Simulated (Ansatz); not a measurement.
# CH2Ga (quartet): B2PLYP over vertical spin and charge gaps, def2-QZVPP

Aim: run CH2Ga (quartet) with these functionals over vertical spin and charge gaps, and hold them against the top wave-function level at the same points.

Method: def2-QZVPP, all electrons in the functionals, frozen cores in the correlation of double hybrids and RPA; program: Ansatz 0.2.0, Gaussian basis.

Plan: B2PLYP, at charge 0, quartet; charge 0, doublet; charge 0, sextet; charge 1, triplet; charge 1, quintet (not every functional at every point).

10 further runs of the same task are left out: 1 that didn't finish, 9 set aside as unsound or not needed. Runs told in other sessions of the task aren't counted.

**1. What is computed**

The geometry is a PBE0/def2-TZVP stationary point (not a proven minimum). No spin-orbit coupling is included. The filled d shell of Ga may be among the frozen orbitals whatever the setting's name suggests.

4 atoms, charge 0, spin multiplicity 4.

Atoms are counted from 1 here; the program's logs count them from 0.

Bond lengths: C1–Ga2 1.951 Å, Ga2–H3 1.561 Å, Ga2–H4 1.561 Å. Angles: C1–Ga2–H3 115.9°, C1–Ga2–H4 115.9°, H3–Ga2–H4 128.2°.

No dispersion term is added.

The geometry shown and the zero of energy belong to the point charge 0, quartet. The yardstick, RCCSD(T), and other wave-function levels (R restricted, U unrestricted, valence and pair active spaces) come from earlier runs.

**2. B2PLYP, charge 0, quartet**

The input, in.yaml:

```yaml
crystal:
  periodic: [false, false, false]
  atoms:
    - {symbol: C, position_ang: [0.000000, 0.000000, 1.687532]}
    - {symbol: Ga, position_ang: [0.000000, 0.000000, -0.263371]}
    - {symbol: H, position_ang: [0.000000, -1.404653, -0.945221]}
    - {symbol: H, position_ang: [0.000000, 1.404653, -0.945221]}
basis:
  gaussian: {orbitals: "def2-QZVPP.json"}
magnetization: {spin_polarized: true, initial_magnetization: 3}
hamiltonian: {xc: {name: B2PLYP}}
correlation: {electrons: outside_noble_gas}
```

On the command line:

```
> ansatz run in.yaml --threads 1 --pin off --events-out ev --progress --plain --max-ram 2393MiB
```

Log:

```text
Functional definition: B2PLYP
  name "B2PLYP"
  cite "Grimme, J. Chem. Phys. 124, 034108 (2006) doi:10.1063/1.2148954"
  cite "Becke, Phys. Rev. A 38, 3098 (1988) doi:10.1103/PhysRevA.38.3098"
  cite "Lee, Yang & Parr, Phys. Rev. B 37, 785 (1988) doi:10.1103/PhysRevB.37.785"
  parameter a = 0.53
  parameter c = 0.27
  exchange = (1 - a)*b88_x + a*exact_x
  correlation = (1 - c)*lyp_c + c*(mp2_os + mp2_ss)
1293 factors; integrals over basis functions are off by at most 9.2e-4 eV
mean field evaluation 1: about -53428.1242 eV, gradient 1.5e1 eV
mean field evaluation 2: about -53428.1444 eV, gradient 1.5e1 eV
mean field evaluation 4: about -53429.1615 eV, gradient 2.3e0 eV
mean field evaluation 8: about -53429.2091 eV, gradient 1.0e-1 eV
mean field evaluation 16: about -53429.2094 eV, gradient 1.3e-4 eV
mean field -53429.20938403 eV, -1963.4872292443 hartree, gradient 1.6e-6 eV, S^2 3.754648; 0 other end points of the search recorded, 0 dependent functions left out
15 core orbitals not correlated: weight in the atoms' cores, before any rotation towards them, 0.992 or more for the frozen orbitals, at most 0.010 for the correlated occupied ones
reference -53429.20953513 eV, -1963.4872347969 hartree; 6, 3 occupied and 185, 188 virtual orbitals, 1293 factors
second order -5.59488987 eV of doubles, -0.00000000 eV of singles
Total energy: -53430.72015539 eV, -1963.5427490677 hartree
```

Wall time 14 s (1 thread of Arm Neoverse V1, shared host); peak memory 0.52 GiB.

From the report: ⟨S²⟩ of the determinant 3.755 (pure quartet: 3.75).

**3. B2PLYP, charge 0, doublet**

in.yaml, as its differences from that of step 2:

```diff
@@ -9,3 +9,3 @@
   gaussian: {orbitals: "def2-QZVPP.json"}
-magnetization: {spin_polarized: true, initial_magnetization: 3}
+magnetization: {spin_polarized: true, initial_magnetization: 1}
 hamiltonian: {xc: {name: B2PLYP}}
```

The command is unchanged.

Log, cut to the lines that bear on the results:

```text
Functional definition: B2PLYP
  name "B2PLYP"
  cite "Grimme, J. Chem. Phys. 124, 034108 (2006) doi:10.1063/1.2148954"
  cite "Becke, Phys. Rev. A 38, 3098 (1988) doi:10.1103/PhysRevA.38.3098"
  cite "Lee, Yang & Parr, Phys. Rev. B 37, 785 (1988) doi:10.1103/PhysRevB.37.785"
[...]
1293 factors; integrals over basis functions are off by at most 9.2e-4 eV
[...]
mean field -53428.93322544 eV, -1963.4770806033 hartree, gradient 2.7e-6 eV, S^2 1.397156; 7 other end points of the search recorded, 0 dependent functions left out
15 core orbitals not correlated: weight in the atoms' cores, before any rotation towards them, 0.993 or more for the frozen orbitals, at most 0.008 for the correlated occupied ones
reference -53428.93337587 eV, -1963.4770861314 hartree; 5, 4 occupied and 186, 187 virtual orbitals, 1293 factors
second order -5.77353451 eV of doubles, -0.00000000 eV of singles
Total energy: -53430.49223019 eV, -1963.5343729710 hartree
```

It took 54 s on 1 thread of Arm Neoverse V1, shared host; peak memory 0.59 GiB.

From the report: ⟨S²⟩ of the determinant 1.397 (pure doublet: 0.75). The determinant of B2PLYP (⟨S²⟩ 1.40) is far from a pure spin state, so its energy mixes those of several spin states; that is harmless only where they are near-degenerate.

From charge 0, quartet: +22.0 kJ/mol.

**4. B2PLYP, charge 1, triplet**

in.yaml, as its differences from that of step 3:

```diff
@@ -9,3 +9,4 @@
   gaussian: {orbitals: "def2-QZVPP.json"}
-magnetization: {spin_polarized: true, initial_magnetization: 1}
+total_charge: 1
+magnetization: {spin_polarized: true, initial_magnetization: 2}
 hamiltonian: {xc: {name: B2PLYP}}
```

The command is unchanged.

Log, cut to the lines that bear on the results:

```text
Functional definition: B2PLYP
  name "B2PLYP"
  cite "Grimme, J. Chem. Phys. 124, 034108 (2006) doi:10.1063/1.2148954"
  cite "Becke, Phys. Rev. A 38, 3098 (1988) doi:10.1103/PhysRevA.38.3098"
  cite "Lee, Yang & Parr, Phys. Rev. B 37, 785 (1988) doi:10.1103/PhysRevB.37.785"
[...]
1293 factors; integrals over basis functions are off by at most 9.2e-4 eV
[...]
mean field -53420.07474136 eV, -1963.1515373177 hartree, gradient 2.9e-6 eV, S^2 2.006540; 4 other end points of the search recorded, 0 dependent functions left out
15 core orbitals not correlated: weight in the atoms' cores, before any rotation towards them, 0.978 or more for the frozen orbitals, at most 0.022 for the correlated occupied ones
reference -53420.07488783 eV, -1963.1515427005 hartree; 5, 3 occupied and 186, 188 virtual orbitals, 1293 factors
second order -5.00697953 eV of doubles, -0.00000000 eV of singles
Total energy: -53421.42677230 eV, -1963.2012235386 hartree
```

Run time: 23 s. Hardware: 1 thread of Arm Neoverse V1, shared host; peak memory 0.53 GiB.

From the report: ⟨S²⟩ of the determinant 2.007 (pure triplet: 2.00).

From charge 0, quartet: +896.7 kJ/mol.

**5. B2PLYP, charge 1, quintet**

in.yaml, as its differences from that of step 4:

```diff
@@ -10,3 +10,3 @@
 total_charge: 1
-magnetization: {spin_polarized: true, initial_magnetization: 2}
+magnetization: {spin_polarized: true, initial_magnetization: 4}
 hamiltonian: {xc: {name: B2PLYP}}
```

Launched as before.

Log, cut to the lines that bear on the results:

```text
Functional definition: B2PLYP
  name "B2PLYP"
  cite "Grimme, J. Chem. Phys. 124, 034108 (2006) doi:10.1063/1.2148954"
  cite "Becke, Phys. Rev. A 38, 3098 (1988) doi:10.1103/PhysRevA.38.3098"
  cite "Lee, Yang & Parr, Phys. Rev. B 37, 785 (1988) doi:10.1103/PhysRevB.37.785"
[...]
1293 factors; integrals over basis functions are off by at most 9.2e-4 eV
[...]
mean field -53417.82965330 eV, -1963.0690318534 hartree, gradient 5.1e-6 eV, S^2 6.040354; 0 other end points of the search recorded, 0 dependent functions left out
15 core orbitals not correlated: weight in the atoms' cores, before any rotation towards them, 0.993 or more for the frozen orbitals, at most 0.005 for the correlated occupied ones
reference -53417.82979372 eV, -1963.0690370139 hartree; 6, 2 occupied and 185, 189 virtual orbitals, 1293 factors
second order -4.71813853 eV of doubles, -0.00000000 eV of singles
Total energy: -53419.10369113 eV, -1963.1158518799 hartree
```

It took 14 s on 1 thread of Arm Neoverse V1, shared host; peak memory 0.52 GiB.

From the report: ⟨S²⟩ of the determinant 6.040 (pure quintet: 6.00).

From charge 0, quartet: +1120.8 kJ/mol.

**6. The comparison**

No level is safe as a reference over these points; RCCSD(T) serves as a yardstick only. It comes from earlier runs at the same points. Energies in kJ/mol, counted from charge 0, quartet; blanks weren't run or aren't comparable.

```tsv
level	quartet to doublet	ionisation to the triplet cation	ionisation to the quintet cation
RCCSD(T)	46.8	912.5	1134.5
B2PLYP	22.0	896.7	1120.8
```

Largest miss and mean time a point (RCCSD(T) took 46 min a point; shared hosts):

```tsv
level	largest miss (kJ/mol)	where	time a point
B2PLYP	-24.8	quartet to doublet	26 s
```

**7. Summary of results**

```
                                  quantity                              value
              quartet to doublet, RCCSD(T)                        46.8 kJ/mol
ionisation to the triplet cation, RCCSD(T)                       912.5 kJ/mol
ionisation to the quintet cation, RCCSD(T)                      1134.5 kJ/mol
                      largest miss, B2PLYP  -24.8 kJ/mol (quartet to doublet)
```

In words: Misses are known at 3 of 4 points at best, and only functionals with that many are ranked. B2PLYP strays by up to 24.8 kJ/mol, at quartet to doublet. B2PLYP clearly breaks the spin symmetry at some points (⟨S²⟩ up to 0.65 above the pure value), so energy there is bought with a mixed spin. Functionals and the yardstick converge differently with the basis, so part of each miss in def2-QZVPP is the basis. The yardstick itself may be off where one determinant is a poor start. The program flags that the yardstick's amplitudes may have other solutions at some points.
